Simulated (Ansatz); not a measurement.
**Rh: a stacking-fault curve**

This session takes Rh and sets out to slide the crystal rigidly across a (1 1 1) plane.

Method: DFT PBEsol, scalar-relativistic, plane waves, PAW, in Ansatz 0.2.0.

2 further runs of the same task are left out: 2 set aside as unsound or not needed. Runs told in other sessions of the task aren't counted.

## Step 1: Starting point

It takes space group Fm-3m (No. 225, cubic). Conventional cell: a = 3.780 Å, b = 3.780 Å, c = 3.780 Å, α = 90.00°, β = 90.00°, γ = 90.00°. Rh (site symmetry m-3m) is surrounded by 12 Rh at 2.67 Å.

Structure file:

```
CELL_PARAMETERS angstrom
1.89000 -1.89000 0.00000
1.89000 0.00000 -1.89000
7.55999 7.55999 7.55999
ATOMIC_POSITIONS crystal
Rh 0.66667 0.66667 0.16667
Rh 0.00000 0.00000 0.00000
Rh 0.33333 0.33333 0.33333
Rh 0.66667 0.66667 0.66667
Rh 0.00000 0.00000 0.50000
Rh 0.33333 0.33333 0.83333
```

It is built from the cell relaxed beforehand with the same method (13.50 Å³/atom).

## Step 2: The undisturbed cell

Input file input.yaml:

```yaml
crystal:
  lattice:
    - [1.8899965795, -1.8899965795, 0.0]
    - [1.8899965795, 0.0, -1.8899965795]
    - [7.559986318, 7.559986318, 7.559986318]
  atoms:
    - { symbol: Rh, position: [0.6666666667, 0.6666666667, 0.1666666667] }
    - { symbol: Rh, position: [0.0, 0.0, 0.0] }
    - { symbol: Rh, position: [0.3333333333, 0.3333333333, 0.3333333333] }
    - { symbol: Rh, position: [0.6666666667, 0.6666666667, 0.6666666667] }
    - { symbol: Rh, position: [0.0, 0.0, 0.5] }
    - { symbol: Rh, position: [0.3333333333, 0.3333333333, 0.8333333333] }
basis:
  ecutwfc: 420
kpoints:
  mp_grid: { grid: [25, 25, 5] }
hamiltonian:
  xc: pbesol
scf:
  occupations: { method: gaussian, width: 0.15 }
output:
  forces: true
  stress: true
  eigenvalues: true
  write_density: true
  write_potential: true
  elf: true
  volumetric_format: npy
```

Run with:

```
$ ansatz run input.yaml --threads 2 --pin off --max-ram 5120MiB --backend cpu --events-out ev --progress --plain --runs-dir out
```

## Step 3: Next: a stacking-fault curve

The cut lies on the cell's a–b face, a (1 1 1) plane of area 6.19 Å², between layers 2.18 Å apart (Rh below, Rh above); the cell is 13.1 Å thick. Vector c is tilted by f times 1·a + 0·b (length 2.673 Å) with the atoms' Cartesian places fixed: one unrelaxed fault per cell.

## Step 4: Point f = 0.200

Input file input.yaml:

```yaml
crystal:
  lattice:
    - [1.8899965795, -1.8899965795, 0.0]
    - [1.8899965795, 0.0, -1.8899965795]
    - [7.9379856339, 7.1819870021, 7.559986318]
  atoms:
    - { symbol: Rh, position: [0.6500033333, 0.6666666667, 0.0833166667] }
    - { symbol: Rh, position: [-0.18333, 0.0, 0.91665] }
    - { symbol: Rh, position: [0.2833366667, 0.3333333333, 0.2499833333] }
    - { symbol: Rh, position: [0.5500033333, 0.6666666667, 0.5833166667] }
    - { symbol: Rh, position: [-0.08333, 0.0, 0.41665] }
    - { symbol: Rh, position: [0.1833366667, 0.3333333333, 0.7499833333] }
basis:
  ecutwfc: 420
kpoints:
  mp_grid: { grid: [25, 25, 5] }
hamiltonian:
  xc: pbesol
scf:
  occupations: { method: gaussian, width: 0.15 }
output:
  forces: true
  stress: true
  eigenvalues: true
  write_density: true
  write_potential: true
  elf: true
  volumetric_format: npy
```

## Step 5: At f = 0.400

Input file input.yaml:

```yaml
crystal:
  lattice:
    - [1.8899965795, -1.8899965795, 0.0]
    - [1.8899965795, 0.0, -1.8899965795]
    - [8.3159849498, 6.8039876862, 7.559986318]
  atoms:
    - { symbol: Rh, position: [0.63334, 0.6666666667, 0.0833166667] }
    - { symbol: Rh, position: [-0.36666, 0.0, 0.91665] }
    - { symbol: Rh, position: [0.23334, 0.3333333333, 0.2499833333] }
    - { symbol: Rh, position: [0.43334, 0.6666666667, 0.5833166667] }
    - { symbol: Rh, position: [-0.16666, 0.0, 0.41665] }
    - { symbol: Rh, position: [0.03334, 0.3333333333, 0.7499833333] }
basis:
  ecutwfc: 420
kpoints:
  mp_grid: { grid: [25, 25, 5] }
hamiltonian:
  xc: pbesol
scf:
  occupations: { method: gaussian, width: 0.15 }
output:
  forces: true
  stress: true
  eigenvalues: true
  write_density: true
  write_potential: true
  elf: true
  volumetric_format: npy
```

## Step 6: f = 0.100

Input file input.yaml:

```yaml
crystal:
  lattice:
    - [1.8899965795, -1.8899965795, 0.0]
    - [1.8899965795, 0.0, -1.8899965795]
    - [7.748985976, 7.37098666, 7.559986318]
  atoms:
    - { symbol: Rh, position: [0.658335, 0.6666666667, 0.0833166667] }
    - { symbol: Rh, position: [-0.091665, 0.0, 0.91665] }
    - { symbol: Rh, position: [0.308335, 0.3333333333, 0.2499833333] }
    - { symbol: Rh, position: [0.608335, 0.6666666667, 0.5833166667] }
    - { symbol: Rh, position: [-0.041665, 0.0, 0.41665] }
    - { symbol: Rh, position: [0.258335, 0.3333333333, 0.7499833333] }
basis:
  ecutwfc: 420
kpoints:
  mp_grid: { grid: [25, 25, 5] }
hamiltonian:
  xc: pbesol
scf:
  occupations: { method: gaussian, width: 0.15 }
output:
  forces: true
  stress: true
  eigenvalues: true
```

## Step 7: At f = 0.300

Input file input.yaml:

```yaml
crystal:
  lattice:
    - [1.8899965795, -1.8899965795, 0.0]
    - [1.8899965795, 0.0, -1.8899965795]
    - [8.1269852918, 6.9929873442, 7.559986318]
  atoms:
    - { symbol: Rh, position: [0.6416716667, 0.6666666667, 0.0833166667] }
    - { symbol: Rh, position: [-0.274995, 0.0, 0.91665] }
    - { symbol: Rh, position: [0.2583383333, 0.3333333333, 0.2499833333] }
    - { symbol: Rh, position: [0.4916716667, 0.6666666667, 0.5833166667] }
    - { symbol: Rh, position: [-0.124995, 0.0, 0.41665] }
    - { symbol: Rh, position: [0.1083383333, 0.3333333333, 0.7499833333] }
basis:
  ecutwfc: 420
kpoints:
  mp_grid: { grid: [25, 25, 5] }
hamiltonian:
  xc: pbesol
scf:
  occupations: { method: gaussian, width: 0.15 }
output:
  forces: true
  stress: true
  eigenvalues: true
```

## Step 8: Point f = 0.500

Input file input.yaml:

```yaml
crystal:
  lattice:
    - [1.8899965795, -1.8899965795, 0.0]
    - [1.8899965795, 0.0, -1.8899965795]
    - [8.5049846078, 6.6149880282, 7.559986318]
  atoms:
    - { symbol: Rh, position: [0.6250083333, 0.6666666667, 0.0833166667] }
    - { symbol: Rh, position: [-0.458325, 0.0, 0.91665] }
    - { symbol: Rh, position: [0.2083416667, 0.3333333333, 0.2499833333] }
    - { symbol: Rh, position: [0.3750083333, 0.6666666667, 0.5833166667] }
    - { symbol: Rh, position: [-0.208325, 0.0, 0.41665] }
    - { symbol: Rh, position: [-0.0416583333, 0.3333333333, 0.7499833333] }
basis:
  ecutwfc: 420
kpoints:
  mp_grid: { grid: [25, 25, 5] }
hamiltonian:
  xc: pbesol
scf:
  occupations: { method: gaussian, width: 0.15 }
output:
  forces: true
  stress: true
  eigenvalues: true
```

(Steps that only read results are left out.)

Q: Predict the outcome of this session. Wanted: largest shear traction sampled.

As calculated:

| quantity | value |
| --- | --- |
| highest fault energy sampled | 1581 mJ/m² at f = 0.500 |
| largest shear traction sampled | 19.6 GPa |

In words: The highest point computed is 1581 mJ/m², at f = 0.500; the true top can lie between points. Nothing is relaxed, so these energies are upper bounds; letting the layers move apart would lower them.
